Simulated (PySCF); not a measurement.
# C9H10: the cost of one run

Computed with PySCF 2.14.0 and routines of our own; the level stands in each step. Atoms count from 0.

### Step 1. The starting structure

19 atoms, charge 0, multiplicity 1; geometry from: GFN2-xTB.

### Step 2. Excited states: TDA PBE0/def2-SVPD

Job settings and geometry (Å):

```
{"job": {"kind": "states", "xc": "PBE0", "basis": "def2-SVPD", "tda": true, "soc": true, "nstates": 5, "ntriplets": 4, "nquad": 4}, "charge": 0, "multiplicity": 1}
C      2.095927    -1.279214     0.983281
C      1.985140    -0.120976     0.356707
C      2.932644     0.927086    -0.062211
C      1.949837     1.698942    -0.575390
C      0.898890     0.732446    -0.223340
C     -0.418486     0.685613    -0.392294
C     -1.295999    -0.412975     0.024164
C     -2.697878    -0.105863     0.486902
C     -2.485297    -0.767528    -0.833535
H      3.058762    -1.645585     1.300566
H      1.248297    -1.903515     1.205649
H      3.999011     1.017794     0.022020
H      1.920899     2.656611    -1.061192
H     -0.907112     1.518974    -0.884013
H     -0.789673    -1.231371     0.515544
H     -3.100613    -0.690190     1.300176
H     -3.010851     0.927127     0.496409
H     -2.651559    -0.187513    -1.728799
H     -2.741742    -1.810613    -0.938105
```

With the program's defaults for keys left out, this is: TDA PBE0/def2-SVPD excited states, vertical, gas phase, spin-orbit mean-field couplings.

On the command line:

```
> OMP_NUM_THREADS=1 python excited_run.py task.json out
```

One launch serves the whole session: the jobs run in the order shown.

**Question.** How long does this first job take on 1 thread of Arm Neoverse V2, shared host, and how much memory does it need?

About 55 s, with a peak of 1 GiB.
